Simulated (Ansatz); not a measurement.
# YSi2: stress in a strained cell

YSi2 is deformed so: equal xx and yy strain of -2 %. What stress and forces result, by LAPW, PAW and all-electron datasets made for the crystal?

Program: Ansatz 0.2.0. Level of theory: DFT PBEsol, scalar-relativistic. These are calculated values, not measurements.

**1. Starting point**

The structure is hexagonal, space group P6/mmm (No. 191). The conventional cell has a = 3.830 Å, b = 3.830 Å, c = 4.140 Å, α = 90.00°, β = 90.00°, γ = 120.00°. Around Y (site symmetry 6/mmm) lie 12 Si at 3.03 Å. Si (site symmetry -6m2) has 3 Si at 2.21 Å and 6 Y at 3.03 Å as nearest neighbours.

Structure file:

```
CELL_PARAMETERS angstrom
3.83000 0.00000 0.00000
-1.91500 3.31688 0.00000
0.00000 0.00000 4.14000
ATOMIC_POSITIONS crystal
Y 0.00000 0.00000 0.00000
Si 0.33333 0.66667 0.50000
Si 0.66667 0.33333 0.50000
```

Atoms are numbered in the order of the input: Y1, Si2, Si3.

**2. After the deformation**

Space group P6/mmm before, P6/mmm after.

**3. LAPW, all electrons**

input.yaml reads:

```yaml
crystal:
  lattice:
    - [3.7534011473, 0.0, 0.0]
    - [-1.8767005736, 3.2505407441, 0.0]
    - [0.0, 0.0, 4.14]
  atoms:
    - { symbol: "Y", position: [0.0, 0.0, 0.0] }
    - { symbol: Si, position: [0.3333333333, 0.6666666667, 0.5] }
    - { symbol: Si, position: [0.6666666667, 0.3333333333, 0.5] }
kpoints:
  mp_grid: { grid: [12, 12, 10] }
  band_path:
    path:
      - [0.0, 0.0, 0.0]
      - [0.5, 0.0, 0.0]
      - [0.3333333333, 0.3333333333, 0.0]
      - [0.0, 0.0, 0.0]
      - [0.0, 0.0, 0.5]
      - [0.5, 0.0, 0.5]
      - [0.3333333333, 0.3333333333, 0.5]
      - [0.0, 0.0, 0.5]
      - [0.5, 0.0, 0.5]
    npoints: 5
scf:
  occupations: { method: fermi_dirac, width: 0.05 }
hamiltonian:
  xc: pbesol
  pseudopotentials: { kind: all_electron, lapw: { basis_error: 0.001 } }
output:
  forces: true
  stress: true
  eigenvalues: true
```

Run with:

```sh
> ansatz run input.yaml --threads 1 --pin off --max-ram 4096MiB --backend cpu --events-out ev --progress --plain --runs-dir out
```

What it wrote, shortened:

```text
LAPW: plane waves up to 8.580 Å⁻¹, error target 1.0e-3 eV per atom; small_component_spin mean_spin; Si in spheres of 1.084 Å, 12 of its electrons in bands, Dirac shells []; Y in spheres of 1.211 Å, 29 of its electrons in bands, Dirac shells []
[...]
Pseudopotentials: kind: all_electron
Pseudopotential: Y, LAPW, valence charge 29, Koelling and Harmon's equation, gaussian nucleus
Pseudopotential: Si, LAPW, valence charge 12, Koelling and Harmon's equation, gaussian nucleus
Functional definition: PBEsol
[...]
Crystal: 3 atoms, lattice volume = 50.510 Å³
Basis set: ecut = 280.45801290717804 eV, 563 PW (Γ), exchange–correlation at level 2
Bands: 32, of which v1, the nominal top of the filled ones, is band 27 counted from 1 (26 counted from 0)
Symmetry: 24 space group operations
Space group: P6/mmm (ITA 191), of the structure as read, at distance tolerance 3.7e-5 Å
k-points: 114 of 1440
[...]
SCF iter   1: F=—  HF=-107823.272326 eV  |F-HF|=—  |Δ(HF+E_count)|=         —  Δρ=3.04e-2  dr2=9.36e-1  ethr=1.76e-3  ⟨swp⟩=2.0  Hψ=23997  notcnv=0
[...]
the basis was enlarged: its passes take 230.9 KiB over the memory plan, 1 of 1 planned eigensolver slots
[...]
SCF iter   8: F=-107822.985279 eV  HF=-107822.985279 eV  |F-HF|=1.65e-8  |Δ(HF+E_count)|=   2.59e-7  Δρ=1.09e-5  dr2=7.01e-8  ethr=8.26e-10  ⟨swp⟩=2.0  Hψ=9899  notcnv=0
[...]
NSCF: frozen V_eff on 41 k-points
SCF converged after 8 iterations
Free energy (F): -107822.985279 eV
[...]
E sigma→0 (E₀):  -107822.978699 eV
Entropy (-TS):   -0.013159 eV (-4.386 meV/atom)
Fermi energy:    14.588935 eV
[...]
--- Forces (eV/Å), atoms counted from 1 ---
  atom   1  Y      0.00000000     0.00000000     0.00000000
  atom   2  Si    -0.00000000     0.00000000     0.00000000
  atom   3  Si     0.00000000    -0.00000000    -0.00000000
[...]
--- Stress (GPa, compression-positive) ---
       24.541256      -0.000000      -0.000000
       -0.000000      24.541256      -0.000000
       -0.000000      -0.000000      -0.016617
  P = ⅓ Tr σ = 16.3553 GPa (163.553 kbar)
--- Band table (eV; the first three rows and the last of 114) ---
[...]
```

It took 49 s on 1 thread of Arm Neoverse V1, shared host; peak memory 0.56 GiB.

Result: pressure 16.36 GPa; no gap.

**4. PAW with frozen cores**

input.yaml reads:

```yaml
crystal:
  lattice:
    - [3.7534011473, 0.0, 0.0]
    - [-1.8767005736, 3.2505407441, 0.0]
    - [0.0, 0.0, 4.14]
  atoms:
    - { symbol: "Y", position: [0.0, 0.0, 0.0] }
    - { symbol: Si, position: [0.3333333333, 0.6666666667, 0.5] }
    - { symbol: Si, position: [0.6666666667, 0.3333333333, 0.5] }
kpoints:
  mp_grid: { grid: [12, 12, 10] }
scf:
  occupations: { method: fermi_dirac, width: 0.05 }
hamiltonian:
  xc: pbesol
  pseudopotentials: { kind: paw }
output:
  forces: true
  stress: true
  eigenvalues: true
  efg: { contact_densities: true }
```

Run with:

```sh
> ansatz run input.yaml --threads 1 --pin off --max-ram 4096MiB --backend cpu --events-out ev --progress --plain --runs-dir out
```

What it wrote, shortened:

```text
Y: output.efg is read without spin–orbit coupling, which moves field gradients at and beside such atoms by some per cent and up to a factor of two; PAW files take it under magnetization.noncollinear and magnetization.spin_orbit
[...]
Pseudopotentials: kind: paw
Pseudopotential: Y, paw, valence charge 11, recommended cutoff 420 eV (normal)
Pseudopotential: Si, paw, valence charge 4, recommended cutoff 420 eV (normal)
Functional definition: PBEsol
[...]
Crystal: 3 atoms, lattice volume = 50.510 Å³
Basis set: ecut = 420 eV, 1009 PW (Γ), exchange–correlation on 54×54×60 points (8 copies of the dense FFT grid, shifted against one another)
Bands: 14, of which v1, the nominal top of the filled ones, is band 10 counted from 1 (9 counted from 0)
Symmetry: 24 space group operations
Space group: P6/mmm (ITA 191), of the structure as read, at distance tolerance 3.7e-5 Å
k-points: 114 of 1440
[...]
--- Stress (GPa, compression-positive) ---
       24.655101      -0.000000      -0.000000
       -0.000000      24.655101      -0.000000
       -0.000000      -0.000000      -0.004219
  P = ⅓ Tr σ = 16.4353 GPa (164.353 kbar)
--- PAW observables at the nuclei: V_zz in 10²¹ V/m², potentials from the cell's mean, atoms counted from 1 ---
  atom   1  Y  V_zz =    +0.339906   η = 0.0000   by run symmetry: allowed
            electrostatic potential = -5718.499550 V   contact ρ = 443141.473730 e/Å³
  atom   2  Si V_zz =    -0.267111   η = 0.0000   by run symmetry: allowed
            electrostatic potential = -1365.453721 V   contact ρ = 12760.000113 e/Å³
  atom   3  Si V_zz =    -0.267111   η = 0.0000   by run symmetry: allowed
            electrostatic potential = -1365.453721 V   contact ρ = 12760.000113 e/Å³
--- Band table (eV; the first three rows and the last of 114) ---
  k-point 0: bands = ["-29.6762", "-9.8664", "-9.6393", "-9.6393", "-0.6079", "9.2849", "9.2849", "9.2851", "10.4110", "13.2385", "13.8958", "13.8958", "15.2680", "15.2680"]
[...]
```

Wall time 7.3 s (1 thread of Arm Neoverse V1, shared host); peak memory 0.4 GiB.

Read from it: pressure 16.44 GPa; no gap; Vzz Y1 0.34 (η = 0.00), Si2 -0.27 (η = 0.00) (10²¹ V/m²).

**5. Datasets made for this crystal**

Changes to input.yaml since step 4:

```diff
@@ -15,3 +15,3 @@
   xc: pbesol
-  pseudopotentials: { kind: paw }
+  pseudopotentials: { kind: all_electron, datasets: crystal }
 output:
```

Run with:

```sh
> ansatz run input.yaml --threads 1 --pin off --max-ram 4096MiB --backend cpu --events-out ev --progress --plain --runs-dir out
```

What it wrote, shortened:

```text
[...]
Y: output.efg is read without spin–orbit coupling, which moves field gradients at and beside such atoms by some per cent and up to a factor of two; PAW files take it under magnetization.noncollinear and magnetization.spin_orbit
[...]
Pseudopotentials: kind: all_electron
Pseudopotential: Y, paw, valence charge 11, recommended cutoff 240 eV (normal), Koelling and Harmon's equation, gaussian nucleus
Pseudopotential: Si, paw, valence charge 4, recommended cutoff 240 eV (normal), Koelling and Harmon's equation, gaussian nucleus
Functional definition: PBEsol
[...]
Crystal: 3 atoms, lattice volume = 50.510 Å³
Basis set: ecut = 240 eV, 419 PW (Γ), exchange–correlation on 40×40×48 points (8 copies of the dense FFT grid, shifted against one another)
Bands: 14, of which v1, the nominal top of the filled ones, is band 10 counted from 1 (9 counted from 0)
Symmetry: 24 space group operations
[...]
--- Stress (GPa, compression-positive) ---
       24.534137      -0.000000       0.000000
       -0.000000      24.534137      -0.000000
        0.000000      -0.000000      -0.020750
  P = ⅓ Tr σ = 16.3492 GPa (163.492 kbar)
--- PAW observables at the nuclei: V_zz in 10²¹ V/m², potentials from the cell's mean, atoms counted from 1 ---
  atom   1  Y  V_zz =    +0.337224   η = 0.0000   by run symmetry: allowed
            electrostatic potential = -5716.579866 V   contact ρ = 443206.275988 e/Å³
  atom   2  Si V_zz =    -0.415885   η = 0.0000   by run symmetry: allowed
            electrostatic potential = -1363.669974 V   contact ρ = 12768.904914 e/Å³
  atom   3  Si V_zz =    -0.415885   η = 0.0000   by run symmetry: allowed
            electrostatic potential = -1363.669974 V   contact ρ = 12768.904914 e/Å³
--- Band table (eV; the first three rows and the last of 114) ---
  k-point 0: bands = ["-27.7538", "-7.9423", "-7.7151", "-7.7151", "1.3143", "11.2066", "11.2066", "11.2066", "12.3367", "15.1589", "15.8225", "15.8225"]
[...]
```

It took 13 s on 1 thread of Arm Neoverse V1, shared host; peak memory 0.5 GiB.

This run gives: pressure 16.35 GPa; no gap; Vzz Y1 0.34 (η = 0.00), Si2 -0.42 (η = 0.00) (10²¹ V/m²).

**6. Side by side**

Stress (GPa, compression positive):

```csv
method,xx,yy,zz,yz,xz,xy
LAPW,24.54,24.54,-0.02,0.00,0.00,0.00
PAW,24.66,24.66,0.00,0.00,0.00,0.00
crystal datasets,24.53,24.53,-0.02,0.00,0.00,0.00
```

| method | pressure (GPa) | Vzz Y1 (10²¹ V/m²) | Vzz Si2 (10²¹ V/m²) | SCF cycles, all passes |
| --- | --- | --- | --- | --- |
| LAPW | 16.36 | – | – | 8 |
| PAW | 16.44 | 0.34 | -0.27 | 7 |
| crystal datasets | 16.35 | 0.34 | -0.42 | 8 |

**7. Results**

```
                                 quantity                                              value
                                 pressure  LAPW 16.36, PAW 16.44, crystal datasets 16.35 GPa
largest shear or deviatoric stress (LAPW)                                          16.37 GPa
```

In words: The largest part of the stress beyond the pressure is 16.37 GPa in size, in the zz component; the atoms are carried along and not relaxed. No run of the undeformed cell stands beside it, so the pressure holds what the given cell had before the change. PAW: stress within 0.11 GPa of LAPW. Crystal datasets: stress within 0.01 GPa of LAPW.
